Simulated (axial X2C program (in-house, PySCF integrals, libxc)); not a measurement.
# TeMo: from the state search to constants

What are the state, bond length, wavenumber and bond energy of TeMo, and what does spin–orbit coupling change?

The runs use an in-house X2C program for linear molecules on PySCF integrals; all-electron X2C, Te dyall-cv3z, Mo dyall-cv3z.

All values are calculated.

## (1) The job

task.json

```json
{"zs": [52, 42], "q": 0, "bas": ["dyall-cv3z", "dyall-cv3z"], "levels": ["PBE0", "HF", "PW91"], "cc": true, "r0": 2.49, "thr": -1.0, "nmax": 110, "npts": 10, "nst": 2, "ntry": 8}
```

Keys: zs atomic numbers; q charge; bas basis sets; levels methods (HF also brings MP2); cc coupled cluster on or off; r0 starting distance in Å; thr threshold in hartree for freezing inner shells (an s shell follows its p shell); nmax most natural virtual spinors; npts points asked for on the curve; nst determinants followed; ntry starts of the search.

Run with:

```bash
python so2c.py task.json out
```

Spin-free means the one-electron spin-free X2C Hamiltonian; two-component (2c) means X2C with spin–orbit coupling and atomic mean-field two-electron Coulomb and Gaunt terms. Basis: Te dyall-cv3z contracted to [11s12p8d4f1g], Mo dyall-cv3z contracted to [11s12p9d5f3g]; Gaussian nuclei, density fitting. Masses: Te 129.906 u, Mo 97.905 u.

Notation: σ, π±, δ± give the projection m of an orbital's angular momentum (0, ±1, ±2), α and β its spin, Λ and M_S the sums; ω is the projection of a spinor's total angular momentum and Ω the sum. Logs are in hartree.

The results follow Hamiltonian by Hamiltonian and level by level.

## (2) Search for the lowest determinant

PBE0 moves the distance from 2.490 Å to 2.553 Å and compares determinants there.

Spin-free determinants:

```tsv
ΔE (eV)	state	open shells
0.00	M_S = 2, Λ = 1	beyond closed shells: σα, π+α, δ+α, δ-α
0.76	M_S = 3, Λ = 1	beyond closed shells: σα, 2 × π+α, π+β, 2 × π-α, δ+α, δ-α
1.04	M_S = 2, Λ = 0	beyond closed shells: π+α, π-α, δ+α, δ-α
1.17	M_S = 2, Λ = 0	beyond closed shells: 2 × σα, δ+α, δ-α
1.19	M_S = 1, Λ = 1	beyond closed shells: σα, π+β, δ+α, δ-α
1.31	M_S = 1, Λ = 0	beyond closed shells: δ+α, δ-α
1.55	M_S = 2, Λ = 2	beyond closed shells: σα, π+α, π-α, δ+α
```

Two-component determinants:

```
ΔE (eV)  state                                            open shells
   0.00  Ω = 1                excess of +ω over −ω: ω = -3/2, ω = 5/2
   0.33  Ω = 3                 excess of +ω over −ω: ω = 1/2, ω = 5/2
   0.73  Ω = 4                 excess of +ω over −ω: ω = 3/2, ω = 5/2
   1.10  Ω = 2                excess of +ω over −ω: ω = -1/2, ω = 5/2
   1.33  Ω = 2   excess of +ω over −ω: 2 × ω = 1/2, ω = -3/2, ω = 5/2
   1.41  Ω = 0  excess of +ω over −ω: ω = -1/2, 2 × ω = 3/2, ω = -5/2
   1.55  Ω = 0   excess of +ω over −ω: 2 × ω = 1/2, ω = 3/2, ω = -5/2
```

## (3) PBE0, spin-free

State followed: M_S = 2, Λ = 1 (beyond closed shells: σα, π+α, δ+α, δ-α). The scan is laid around 2.553 Å, a first estimate of the minimum, and this SCF restarts from the orbitals of the search.

The SCF at the reference distance of 2.553 Å:

```text
spin-free X2C-1e  PBE0
basis functions 278  fitting functions 1312  grid points 5803
iter        total energy     max residual
   1     -10841.624716700     8.00e-06
   2     -10841.624716699     1.64e-05
converged
one-electron -15812.37283898  Coulomb 4819.95662724  exact exchange -74.35859920  xc functional -227.54204389  nuclear repulsion 452.69213813
```

Along the bond, energies from the lowest point:

```
R (Å)  E (eV)  μ (D)  HOMO (eV)  LUMO (eV)  iterations
2.221  0.8224   3.52      -4.90      -3.13          15
2.323  0.3020   3.85      -5.01      -3.27          14
2.400  0.1010   4.06      -5.07      -3.35          13
2.476  0.0114   4.24      -5.11      -3.41          14
2.553  0.0000   4.38      -5.15      -3.46           2
2.642  0.0537   4.52      -5.19      -3.48          14
2.732  0.1545   4.64      -5.21      -3.49          13
2.847  0.3252   4.77      -5.24      -3.48          14
2.987  0.5647   4.92      -5.26      -3.46          14
3.191  0.9251   5.08      -5.28      -3.41          14
```

Dipoles are positive if Mo is the positive end.

Outer orbitals at the reference distance:

```
symmetry  occupied  ε (eV)              atomic character
      σβ       yes  -16.18   72% Te s, 10% Mo p, 9% Mo d
      σα       yes  -15.50  70% Te s, 10% Mo d, 10% Mo p
      σα       yes   -7.74   47% Mo d, 43% Te p, 4% Te s
     π+α       yes   -7.54            78% Mo d, 20% Te p
      σβ       yes   -7.26   73% Te p, 13% Mo d, 8% Mo s
     π-α       yes   -7.09            78% Mo d, 19% Te p
     δ+α       yes   -6.90                     100% Mo d
     δ-α       yes   -6.86                     100% Mo d
     π+β       yes   -6.54   76% Te p, 14% Mo d, 4% Mo p
     π-β       yes   -6.54   76% Te p, 14% Mo d, 4% Mo p
      σα       yes   -6.20  49% Mo s, 31% Mo d, 19% Te p
     π+α       yes   -5.15  59% Te p, 23% Mo d, 12% Mo p
     π-α        no   -3.46  57% Te p, 22% Mo d, 16% Mo p
      σα        no   -2.56  42% Mo p, 25% Mo s, 19% Te p
      σβ        no   -1.85   68% Mo s, 20% Mo d, 8% Mo p
      σβ        no   -1.16  49% Mo d, 34% Mo p, 10% Te p
```

PBE0 fields in the half plane through the axis: z from -2.4 to 4.8 Å across, distance from the axis 0.15 to 2.25 Å upwards; Te lies at z = 0 and Mo at z = 2.553 Å; the ELF is damped to zero where the density is low.

log10 density (e/bohr³). Ten even steps from '0' (-4.17 ) to '9' (1.83 ):
```
0001122222222222222111100
0011222333322222222221100
0112233333333333333322110
1122334444443334443332211
1223344454444444554433211
1233445555544455665443221
1233456777555556776543221
1234456898655567997643221
```

ELF. Ten even steps from '0' (0.00 ) to '9' (0.78 ):
```
0000234444322222333321000
0012467776643333444432100
0024689998765433444442100
0146899999887433455432100
0358999766887434565432100
1479984333478437997521000
1479963898357459559731000
2589946797637475995941000
```

Re = 2.528 Å, ωe = 224.3 cm⁻¹, ωexe = 0.681 cm⁻¹, Be = 0.04727 cm⁻¹, De = 2.45 eV, μ = 4.34 D.

## (4) HF, spin-free

Output at 2.553 Å:

```text
spin-free X2C-1e  HF
basis functions 278  fitting functions 1312  grid points 5803
iter        total energy     max residual
   1     -10837.158470406     3.14e-01
   2     -10837.201116688     1.13e-02
   3     -10837.207066942     5.05e-03
   4     -10837.209210745     5.87e-03
   5     -10837.210967840     3.60e-03
   6     -10837.211886520     1.99e-03
   7     -10837.212090742     7.67e-04
   8     -10837.212133663     3.21e-04
   9     -10837.212146756     1.77e-04
  10     -10837.212151260     1.20e-04
  11     -10837.212152515     7.29e-05
  12     -10837.212153084     3.64e-05
  13     -10837.212153258     1.54e-05
  14     -10837.212153300     7.81e-06
  15     -10837.212153312     2.72e-06
  16     -10837.212153313     8.80e-07
converged
one-electron -15811.71487768  Coulomb 4819.44416816  exact exchange -297.63358192  xc functional 0.00000000  nuclear repulsion 452.69213813
```

Re = 2.780 Å, ωe = 166.8 cm⁻¹, ωexe = 0.501 cm⁻¹, Be = 0.03906 cm⁻¹, De = 0.824 eV, μ = 5.93 D. ⟨S²⟩ = 7.05 against 6.00 for a pure state, so this determinant mixes spins.

## (5) PW91, spin-free

The SCF at the reference distance of 2.553 Å:

```text
spin-free X2C-1e  PW91
basis functions 278  fitting functions 1312  grid points 5803
iter        total energy     max residual
   1     -10843.155353090     1.06e-01
   2     -10843.163723989     4.68e-03
   3     -10843.147787176     2.27e-02
   4     -10843.164277461     5.00e-03
   5     -10843.164725829     1.05e-03
   6     -10843.164770124     4.15e-04
   7     -10843.164776458     2.57e-04
   8     -10843.164778569     6.69e-05
   9     -10843.164778880     2.10e-05
  10     -10843.164778907     7.99e-06
  11     -10843.164778909     1.72e-06
converged
one-electron -15812.15562049  Coulomb 4819.69927423  exact exchange 0.00000000  xc functional -303.40057078  nuclear repulsion 452.69213813
```

Re = 2.496 Å, ωe = 252.4 cm⁻¹, ωexe = 0.762 cm⁻¹, Be = 0.04847 cm⁻¹, De = 2.96 eV, μ = 3.50 D.

## (6) Correlated methods, spin-free

Correlated methods: 12 electrons correlated (frozen shells, counted by type: Te 4 s, 3 p, 2 d; Mo 4 s, 3 p, 1 d), 342 virtual spinors in MP2, 110 natural virtuals in coupled cluster.

Output of the correlated part at 2.553 Å:

```text
correlated 12  virtual 342  natural virtual 110  E(MP2) -0.220141111  MP2 remainder -0.006408753
iter   CCSD correlation   residual
   1     -0.228147783   1.18e-01
   2     -0.234392839   6.05e-02
   3     -0.237233272   3.83e-02
   4     -0.238785319   2.62e-02
   5     -0.239694282   1.44e-02
   6     -0.239994222   7.23e-03
   7     -0.240065842   3.11e-03
   8     -0.240069956   1.22e-03
   9     -0.240064914   5.85e-04
  10     -0.240069671   2.90e-04
  11     -0.240067964   1.28e-04
  12     -0.240069619   6.40e-05
  13     -0.240069404   3.38e-05
  14     -0.240069928   1.80e-05
  15     -0.240070166   7.59e-06
  16     -0.240070317   3.66e-06
  17     -0.240070383   1.58e-06
  18     -0.240070408   7.16e-07
  19     -0.240070421   3.86e-07
(T) -0.012549460  T1 0.0655  D1 0.1744  max T2 0.061
```

T1 in the output is the amplitude norm over the root of the electron number; divide by √2 for the Lee–Taylor value.

MP2: No constants are quoted: the reference is strongly spin-contaminated.

CCSD: Re = 2.592 Å, ωe = 198.4 cm⁻¹, ωexe = 0.474 cm⁻¹, Be = 0.04493 cm⁻¹, De = 2.05 eV. T1 at Re = 0.044 (Lee–Taylor, the printed value over √2).

CCSD(T): Re = 2.564 Å, ωe = 208.0 cm⁻¹, ωexe = 0.625 cm⁻¹, Be = 0.04593 cm⁻¹, De = 2.23 eV. T1 at Re = 0.046 (Lee–Taylor, the printed value over √2).

## (7) A higher determinant, spin-free

State: M_S = 3, Λ = 1 (beyond closed shells: σα, 2 × π+α, π+β, 2 × π-α, δ+α, δ-α).

Output at the reference distance:

```text
spin-free X2C-1e  PBE0
basis functions 278  fitting functions 1312  grid points 5803
iter        total energy     max residual
   1     -10841.596919361     1.04e-05
   2     -10841.596919371     8.51e-06
   3     -10841.596919374     4.95e-06
   4     -10841.596919375     2.51e-06
converged
one-electron -15812.69960790  Coulomb 4820.36122257  exact exchange -74.37824420  xc functional -227.57242797  nuclear repulsion 452.69213813
```

```
R (Å)  E above the lowest PBE0 point (eV)
2.221                               2.560
2.323                               1.675
2.400                               1.235
2.476                               0.940
2.553                               0.756
2.642                               0.647
2.732                               0.622
2.847                               0.674
2.987                               0.821
```

Re = 2.720 Å, ωe = 194.6 cm⁻¹, ωexe = 0.465 cm⁻¹, Be = 0.04081 cm⁻¹, μ = 4.18 D. Te = 0.62 eV.

## (8) The spin-free curves together

Energy (eV) of the followed determinant, spin-free, from each level's lowest point:

```
R (Å)   PBE0     HF  MP2 (spin-contaminated)   CCSD  CCSD(T)   PW91
2.221  0.822  1.923                    0.999    n/a      n/a  0.766
2.323  0.302  1.098                    0.459  0.450    0.391  0.254
2.400  0.101  0.679                    0.218  0.197    0.158  0.068
2.476  0.011  0.386                    0.077  0.058    0.039  0.000
2.553  0.000  0.191                    0.009  0.000    0.000  0.017
2.642  0.054  0.058                    0.000  0.003    0.024  0.109
2.732  0.154  0.000                    0.046  0.058    0.096  0.251
2.847  0.325  0.004                    0.161  0.179    0.236  0.473
2.987  0.565  0.087                    0.356    n/a      n/a  0.767
3.191  0.925  0.281                    0.689    n/a      n/a  1.186
```

[end of part 1 of 2]
